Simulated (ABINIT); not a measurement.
# GeCN2 (R-3m) in ABINIT: band structure with TB-mBJ

Aim: the band structure of GeCN2 with TB-mBJ.

Program: ABINIT 10.8.3 (patched build). These are calculated values, not measurements. Logs are shortened: lines on timing, memory, paths and dates and some standing lists are left out, and cuts for length are marked. The log counts tension as positive stress, the text compression.

### Step 1. The structure

The structure is trigonal, space group R-3m (No. 166). Conventional cell: a = 3.588 Å, b = 3.588 Å, c = 14.766 Å, α = 90.00°, β = 90.00°, γ = 120.00°. Ge (site symmetry -3m) has 6 N at 2.40 Å as nearest neighbours. Around N (site symmetry 3m) lie 1 C at 1.24 Å. C (site symmetry -3m) has 2 N at 1.24 Å as nearest neighbours.

The cell comes from a database or a generator and needn't be the stable form of this composition.

### Step 2. Band structure, TB-mBJ

run.abi

```
# Datasets: ground state, then fixed potential
ndtset 2

# Pseudopotentials
pp_dirpath "./"
pseudos "Ge.LDA_PW-JTH.xml, N.LDA_PW-JTH.xml, C.LDA_PW-JTH.xml"

# Structure
acell 3*1.0 Angstrom
rprim
     1.7937903697     1.0356453528     4.9219572124
    -1.7937903697     1.0356453528     4.9219572124
     0.0000000000    -2.0712907056     4.9219572124
ntypat 3
znucl 32 7 6
natom 4
typat 1 2 2 3
xcart
     0.0000000000     0.0000000000     0.0000000000
     0.0000000000     0.0000000000    16.2929492071
     0.0000000000     0.0000000000    11.6105041786
     0.0000000000     0.0000000000    13.9517266928

# Plane-wave basis
ecut 843.552974 eV
pawecutdg 53.0
pawovlp 30

# Exchange and correlation
ixc -208012
usekden 1
pawxcdev 0

# Bands and occupations
occopt 3
tsmear 0.05 eV

# SCF cycle
nstep 100
diemix 0.3
optforces 0
optstress 0

# Output
iomode 3
prtwf 0
prteig 0
prtebands 0
enunit 1
prtden1 1
prtkden1 1

# Dataset 1
kptopt1 1
ngkpt1 5 5 5
nshiftk1 1
shiftk1 0.0 0.0 0.0
nband1 18
tolvrs1 1.0e-7

# Dataset 2: bands along G-L-B1
iscf2 -2
getden2 1
getkden2 1
nband2 24
nbdbuf2 4
tolwfr2 1.0e-11
kptopt2 -2
ndivsm2 5
prteig2 1
prtvol2 -3
kptbounds2
     0.0000000000     0.0000000000     0.0000000000
     0.5000000000     0.0000000000     0.0000000000
     0.5000000000     0.1961825099    -0.1961825099
```

Potentials or basis: JTH PAW LDA v2.0.

Started as:

```sh
> abinit run.abi > log 2>&1
```

run.abo:

```text
.Version 10.8.3 of ABINIT
 DATASET    1 : space group R-3 m (#166); Bravais hR (rhombohedral)
================================================================================
 Values of the parameters that define the memory need for DATASET  1.
     intxc =       0    ionmov =       0      iscf =       7    lmnmax =      18
     lnmax =       6     mgfft =      54  mpssoang =       3    mqgrid =    3001
     natom =       4  nloc_mem =       2    nspden =       1   nspinor =       1
    nsppol =       1      nsym =      12    n1xccc =       1    ntypat =       3
    occopt =       3   xclevel =       2
       mpw =        3086          nfft =      157464          nkpt =          19
 PAW method is used; the additional fine FFT grid is defined by:
   mgfftf=        72    nfftf =    373248
================================================================================
================================================================================

 DATASET    2 : space group R-3 m (#166); Bravais hR (rhombohedral)
================================================================================
 Values of the parameters that define the memory need for DATASET  2.
     intxc =       0    ionmov =       0      iscf =      -2    lmnmax =      18
     lnmax =       6     mgfft =      54  mpssoang =       3    mqgrid =    3001
     natom =       4  nloc_mem =       2    nspden =       1   nspinor =       1
    nsppol =       1      nsym =      12    n1xccc =       1    ntypat =       3
    occopt =       3   xclevel =       2
       mpw =        3091          nfft =      157464          nkpt =          14
 PAW method is used; the additional fine FFT grid is defined by:
   mgfftf=        72    nfftf =    373248
================================================================================
================================================================================

--------------------------------------------------------------------------------
------------- Echo of variables that govern the present computation ------------
--------------------------------------------------------------------------------
 -outvars: echo values of preprocessed input variables --------
            acell      1.8897261259E+00  1.8897261259E+00  1.8897261259E+00 Bohr
              amu      7.26100000E+01  1.40067400E+01  1.20110000E+01
           diemix      3.00000000E-01
             ecut      3.10000000E+01 Hartree
           enunit           1
           getden1          0
           getden2          1
[... 489 lines left out ...]
       0.500000000000      0.500000000000      0.500000000000

 cartesian coordinates (angstrom) at end:
    1      0.00000000000000     0.00000000000000     0.00000000000000
    2     -0.00000000000000     0.00000000000000     8.62185741795363
    3      0.00000000000000     0.00000000000000     6.14401421924637
    4      0.00000000000000     0.00000000000000     7.38293581860000
 length scales=  1.889726125908  1.889726125908  1.889726125908 bohr
              =  1.000000000000  1.000000000000  1.000000000000 angstroms
 Eigenvalues (   eV  ) for nkpt=  14  k points:
 kpt#   1, nband= 24, wtk=  1.00000, kpt=  0.0000  0.0000  0.0000 (reduced coord)
 -19.93522  -19.93522  -19.92042  -19.91315  -19.91315  -14.91052  -12.90975   -5.15202
  -0.63723    0.30654    0.30654    3.42806    3.42806    3.69030    8.89310    9.52105
   9.52105   11.96112   13.68055   13.68055   16.16078   17.12306   17.12306   19.34539
 kpt#   2, nband= 24, wtk=  1.00000, kpt=  0.0625  0.0000  0.0000 (reduced coord)
 -19.93583  -19.93497  -19.92012  -19.91328  -19.91296  -14.90099  -12.90584   -5.11623
  -0.63996    0.20813    0.30015    3.32785    3.37563    3.69402    8.99299    9.45656
   9.59077   12.16891   13.54808   13.65227   16.30549   16.68729   17.22080   19.92605
 kpt#   3, nband= 24, wtk=  1.00000, kpt=  0.1250  0.0000  0.0000 (reduced coord)
 -19.93756  -19.93431  -19.91928  -19.91358  -19.91233  -14.87355  -12.89454   -5.00933
  -0.65803   -0.04918    0.28317    3.06308    3.23197    3.67753    9.10153    9.52359
   9.78644   12.64808   13.26934   13.56697   15.95424   16.65659   17.51223   20.58333
 kpt#   4, nband= 24, wtk=  1.00000, kpt=  0.1875  0.0000  0.0000 (reduced coord)
 -19.94023  -19.93345  -19.91821  -19.91377  -19.91127  -14.83200  -12.87761   -4.83355
  -0.76140   -0.34058    0.25908    2.71435    3.02893    3.58992    9.06606    9.92051
  10.07473   12.72948   13.42260   13.48100   15.33348   17.07029   17.99202   20.16606
 kpt#   5, nband= 24, wtk=  1.00000, kpt=  0.2500  0.0000  0.0000 (reduced coord)
[... 25 lines left out ...]
  -2.89853   -0.67724   -0.09646    1.22474    1.81616    3.80546    9.19347   10.83853
  11.48741   11.88120   12.75888   15.18688   16.83787   18.07844   18.24134   20.12289
 kpt#  12, nband= 24, wtk=  1.00000, kpt=  0.5000  0.1177 -0.1177 (reduced coord)
 -19.94606  -19.93826  -19.91413  -19.91025  -19.90823  -14.61237  -12.80818   -2.84239
  -2.69296   -0.97578   -0.35505    0.83339    1.98303    4.30789    8.99474   10.45460
  11.42024   12.24425   12.99540   15.71620   17.00646   17.56908   18.22195   19.80084
 kpt#  13, nband= 24, wtk=  1.00000, kpt=  0.5000  0.1569 -0.1569 (reduced coord)
 -19.94277  -19.94201  -19.91163  -19.91074  -19.91003  -14.59598  -12.81913   -2.67721
  -2.43205   -1.41467   -0.61070    0.67084    2.18847    4.73201    8.71432   10.08540
  11.28666   12.77938   13.04461   16.36616   16.69444   17.06214   18.47801   20.15343
 kpt#  14, nband= 24, wtk=  1.00000, kpt=  0.5000  0.1962 -0.1962 (reduced coord)
 -19.94520  -19.93967  -19.91198  -19.91173  -19.90881  -14.58682  -12.84138   -2.48659
  -2.29878   -1.71607   -0.81565    0.66298    2.41423    5.08808    8.46071    9.75878
  11.07511   12.97810   13.30980   16.04283   16.72733   16.77188   19.24147   20.89370

== END DATASET(S) ==============================================================
================================================================================

 -outvars: echo values of variables after computation  --------
            acell      1.8897261259E+00  1.8897261259E+00  1.8897261259E+00 Bohr
           etotal1    -9.8225896600E+01
            fcart1     9.9999999999E+99  9.9999999999E+99  9.9999999999E+99
                       9.9999999999E+99  9.9999999999E+99  9.9999999999E+99
                       9.9999999999E+99  9.9999999999E+99  9.9999999999E+99
                       9.9999999999E+99  9.9999999999E+99  9.9999999999E+99
            rprim      1.7937903697E+00  1.0356453528E+00  4.9219572124E+00
                      -1.7937903697E+00  1.0356453528E+00  4.9219572124E+00
                       0.0000000000E+00 -2.0712907056E+00  4.9219572124E+00
           strten1     9.9999999999E+99  9.9999999999E+99  9.9999999999E+99
                       9.9999999999E+99  9.9999999999E+99  9.9999999999E+99
           xangst      0.0000000000E+00  0.0000000000E+00  0.0000000000E+00
                      -1.3853985926E-17  6.9579663009E-17  8.6218574180E+00
                       1.3853985926E-17  4.7921281642E-17  6.1440142192E+00
                       0.0000000000E+00  0.0000000000E+00  7.3829358186E+00
             xred      0.0000000000E+00  0.0000000000E+00  0.0000000000E+00
                       5.8390439994E-01  5.8390439994E-01  5.8390439994E-01
                       4.1609560006E-01  4.1609560006E-01  4.1609560006E-01
                       5.0000000000E-01  5.0000000000E-01  5.0000000000E-01
 Calculation completed.
```

Run time: 16 min. Hardware: 1 thread of Arm Neoverse V2, shared host; peak memory 0.31 GiB.

Results:

| Item | Value |
| --- | --- |
| Band gap on the k mesh | 2.11 eV, indirect (least direct gap 2.91 eV) |
| Band gap along the path | 3.37 eV, direct |

Levels at the corners of the path, in eV from the valence-band top:
```
point  band 10  band 11  band 12  band 13  band 14  band 15  band 16  band 17  band 18  band 19
    Γ    -4.78    -4.78    -1.66    -1.66    -1.40     3.81     4.43     4.43     6.87     8.59
    L    -5.60    -4.91    -3.42    -2.82    -2.31     4.16     6.30     6.47     6.62     7.10
   B1    -6.80    -5.90    -4.43    -2.67     0.00     3.37     4.67     5.99     7.89     8.22
```

Caveat: the constant c of TB-mBJ comes from the pseudo density here, which moves gaps by up to 0.3 eV between sets of potentials; the atomic spheres overlap.
